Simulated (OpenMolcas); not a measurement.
**GaCl (SMILES [Cl][Ga]): CCSD(T)/cc-pVTZ**

What is the vertical singlet–triplet gap of GaCl at CCSD(T)/cc-pVTZ? 

The results are computed with OpenMolcas 26.06.

2 further runs of the same task are left out: 2 set aside as unsound or not needed.

### 1 The molecule

GaCl: 2 atoms, total charge 0, spin state singlet. SMILES: `[Cl][Ga]`. The coordinates come from a PBE0-D4/def2-TZVP relaxation.

Bond lengths: Cl1–Ga2 2.216 Å.

### 2 A single-point energy at CCSD(T)/cc-pVTZ

job.input

```
* ClGa CCSD(T)
>>> EXPORT MOLCAS_PRINT=2

&GATEWAY
 BasLib = $CurrDir
 Coord
 2
 bohr
 Cl     0.00000000     0.00000000    -0.04452195
 Ga     0.00000000     0.00000000     4.14258202
 Basis = cc-pVTZ
 Group = NoSym

&SEWARD

&SCF
 PrOrbitals = 0

&RASSCF
 FileOrb = $Project.ScfOrb
 Spin = 1
 Nactel = 0 0 0
 Inactive = 24
 Ras2 = 0
 OutOrbitals = Canonical
 OrbListing = Nothing

&MOTRA
 JobIph
 Frozen = 14

&CCSDT
 CCT
 Triples = 2
 Iterations = 50
 Extrapolation = 5 4
```

The basis set cc-pVTZ is read from a file made from the Basis Set Exchange's data (not shown).

Started as:

```bash
$ export MOLCAS_MEM=1860
$ pymolcas job.input > job.log
```

Log, cut to the lines that bear on the results:

```text
--- Start Module: gateway ---
[...]
--- Stop Module: gateway /rc=_RC_ALL_IS_WELL_ ---
[...]
      Basis functions           77
[...]
       Convergence after  10 Iterations
[...]
::    Total SCF energy                              -2382.8799387234
[...]
      Total spin, S                                     0.0000000000
[...]
      Number of active orbitals                  0
[...]
      Spin quantum number                      0.0
[...]
      Active orbitals                            0
[...]
      Number of CSFs                             1
[...]
      Number of root(s) required                 1
[...]
      Convergence after  4 iterations
[...]
      Natural orbitals and occupation numbers for root  1
      ************************************************************************************************************************
      *                                                    Final results                                                     *
      ************************************************************************************************************************
[...]
::    RASSCF root number  1 Total energy:  -2382.87993872
[...]
      Total electronic charge=   48.000000
      Total            charge=   -0.000000
[...]
      Dipole Moment (debye):
      Origin of the operator (angstrom)=    0.0000    0.0000    1.4464
                   X=  9.5808E-15               Y= -3.2139E-14               Z=  2.3878E+00           Total=  2.3878E+00
      Quadrupole Moment (debye*angstrom):
[...]
--- Start Module: motra ---
[...]
      *** WARNING: Default frozen orbitals is overwritten by user input.
      *** Default values:  19
[...]
--- Stop Module: motra /rc=_RC_ALL_IS_WELL_ ---
--- Start Module: ccsdt ---
[...]
      Convergence after                    14  Iterations
      Total energy (diff) :   -2383.21287836      -0.00000006
[...]
 METHOD                       : CCSD+T(CCSD)+<T3(1)WT1> = CCSD(T)
[...]
       CCSD     =     -2383.2128783646585
[...]
--- Stop Module: ccsdt /rc=_RC_ALL_IS_WELL_ ---
[...]
```

It took 20 s on 1 thread of Arm Neoverse V1, shared host; peak memory 0.44 GiB.

### 3 The triplet at the same level

job.inp

```
&gateway
  baslib=$CurrDir
  coord
  2
  bohr
  Cl     0.00000000     0.00000000    -0.04452195
  Ga     0.00000000     0.00000000     4.14258202
  basis=cc-pVTZ
  group=NoSym

&seward

&scf
  uhf
  spin=3
  prorbitals=0

&rasscf
  fileorb=$Project.UnaOrb
  spin=3
  nactel=2 0 0
  inactive=23
  ras2=2
  outorbitals=Canonical
  orblisting=Nothing

&motra
  jobiph
  frozen=14

&ccsdt
  cct
  triples=3
  iterations=50
  extrapolation=5 4
```

The basis set cc-pVTZ is read from a file made from the Basis Set Exchange's data (not shown).

Started as:

```bash
$ export MOLCAS_MEM=1860
$ pymolcas job.inp > job.log
```

Log, cut to the lines that bear on the results:

```text
--- Start Module: gateway ---
[...]
--- Stop Module: gateway /rc=_RC_ALL_IS_WELL_ ---
[...]
      Basis functions           77
[...]
       Convergence after  22 Iterations
[...]
::    Total SCF energy                              -2382.7827879732
[...]
      Total spin, S                                     1.0024811133
[...]
      Number of active orbitals                  2
[...]
      Spin quantum number                      1.0
[...]
      Active orbitals                            2
[...]
      Number of CSFs                             1
[...]
      Number of root(s) required                 1
[...]
      Convergence after  9 iterations
[...]
      printout of CI-coefficients larger than  0.05 for root  1
      energy=   -2382.780564
      conf/sym  11     Coeff  Weight
             1  uu   1.00000 1.00000
      Natural orbitals and occupation numbers for root  1
      sym 1:   1.000000   1.000000
      ************************************************************************************************************************
      *                                                    Final results                                                     *
[...]
::    RASSCF root number  1 Total energy:  -2382.78056445
[...]
      Total electronic charge=   48.000000
      Total            charge=   -0.000000
[...]
      Dipole Moment (debye):
      Origin of the operator (angstrom)=    0.0000    0.0000    1.4464
                   X= -4.3650E-08               Y= -3.6152E-08               Z=  2.5468E+00           Total=  2.5468E+00
      Quadrupole Moment (debye*angstrom):
[...]
--- Start Module: motra ---
[...]
      *** WARNING: Default frozen orbitals is overwritten by user input.
      *** Default values:  19
[...]
--- Stop Module: motra /rc=_RC_ALL_IS_WELL_ ---
--- Start Module: ccsdt ---
[...]
      Convergence after                    16  Iterations
      Total energy (diff) :   -2383.08821394      -0.00000004
[...]
 METHOD                       : CCSD+T(CCSD)+<T3(1)WT1>+<T3(1)UT2> = CCSD(T)
[...]
       CCSD     =     -2383.0882139368700
[...]
--- Stop Module: ccsdt /rc=_RC_ALL_IS_WELL_ ---
[...]
```

Run time: 23 s. Hardware: 1 thread of Arm Neoverse V1, shared host; peak memory 0.44 GiB.

### 4 Results

Level: CCSD(T)/cc-pVTZ, 14 core orbitals frozen.

| quantity | value |
| --- | --- |
| singlet: total energy | -2383.22952 Eh |
| singlet: dipole moment (mean-field density) | 2.39 D |
| singlet: HOMO energy (Hartree–Fock orbitals) | -9.55 eV |
| singlet: LUMO energy (Hartree–Fock orbitals) | 0.88 eV |
| singlet: HOMO–LUMO gap (Hartree–Fock orbitals) | 10.43 eV |
| singlet: correlation energy (14 core orbitals frozen) | -349.6 mEh |
| singlet: (T) correction | -16.64 mEh |
| triplet: total energy | -2383.10375 Eh |
| triplet: (T) correction | -15.53 mEh |
| vertical energy of the triplet above the singlet | 3.422 eV |

What this shows: At this shape the triplet lies 3.42 eV (79 kcal/mol) above the singlet. The triples (singlet) make up 4.8 % of the correlation energy.
